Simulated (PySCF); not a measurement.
# EuSF: other functionals and bases at one geometry

The task here is to estimate one member of a computed series from the others.

Program: PySCF 2.14.0. Level of theory: several levels, as the steps say, no spin–orbit coupling. These are calculated values, not measurements.

1 further run of the same task is left out (for a known fault of the program).

**Starting geometry**

3 atoms, charge 0, spin multiplicity 1.

Bond lengths: Eu1–S2 2.353 Å, Eu1–F3 2.032 Å. Angles: S2–Eu1–F3 111.9°.

Coordinates:

```xyz
3
EuFS
Eu   -0.1861    0.0000   -0.4360
S     1.7925    0.0000    0.8367
F    -1.8430    0.0000    0.7411
```

Formal oxidation states: Eu +3. Each metal's 6 4f electrons lie in its core potential, so multiplicities, spins and levels count the valence alone. An earlier session relaxed this geometry at PBE0, Eu lcecp-1-SVP with ECP52, S def2-SVP, F def2-SVP (singlet, point group Cs).

At PBE0 on the finer grid: E = -533.012335 Eh, HOMO -5.88 eV, LUMO -2.59 eV, Mulliken charge on Eu1 +0.81 e, largest force component 0.006 eV/Å. 

Levels to run: CAM-B3LYP; BLYP; PBE0, TZVP. Hardware: 2 threads of Arm Neoverse V2, shared host.

The first run:

Contents of run.py (the lines that set the calculation):

```python
mol = gto.M(atom='''
Eu    -0.18611     0.00000    -0.43600
S      1.79250     0.00000     0.83675
F     -1.84300     0.00000     0.74115''',
    basis={'Eu': 'lcecp-1-SVP', 'S': 'def2-SVP', 'F': 'def2-SVP'},
    ecp={'Eu': 'lcecp-1-SVP'},
    charge=0, spin=0)
mf = dft.RKS(mol, xc='CAMB3LYP')
mf.grids.atom_grid = (75, 302)  # f atoms: unpruned, at least (60, 302)
mf = mf.density_fit()  # fitting sets: Eu AutoAux, S def2-universal-JKFIT, F def2-universal-JKFIT
mf.conv_tol = 1e-08; mf.max_cycle = 55
mf.kernel(dm0)  # dm0: the density of the relaxed state
```

Started as:

```
> OMP_NUM_THREADS=2 python run.py
```

Among the steps run: CAM-B3LYP; BLYP; PBE0, TZVP.

One of the session's tables, all rows but one given; the rest of the session is left out.

```
              level  HOMO (eV)  gap (eV)  charge on Eu1 (e)  dipole (D)  largest force component (eV/Å)
PBE0 (relaxed here)      -5.88      3.29               0.81        8.30                            0.01
          CAM-B3LYP      -6.99      5.02               0.77        8.55                            0.06
               BLYP          ?         ?                  ?           ?                               ?
         PBE0, TZVP      -5.92      3.32               1.18        8.57                            0.06
```

**Question.** Estimate the row for BLYP.

As computed: HOMO (eV): -4.65; gap (eV): 1.45; charge on Eu1 (e): 0.63; dipole (D): 7.29; largest force component (eV/Å): 0.82. In the column «HOMO (eV)» it is the highest.

In one basis the HOMO–LUMO gap runs from 1.45 eV (BLYP) to 5.02 eV (CAM-B3LYP). The largest leftover force, 0.82 eV/Å with BLYP, stands at a geometry relaxed at another level. With 4f in the core, its levels are missing from HOMO and gap, and its count is fixed, so no charge can pass from the ligands into it. Total energies of different levels can't be compared.
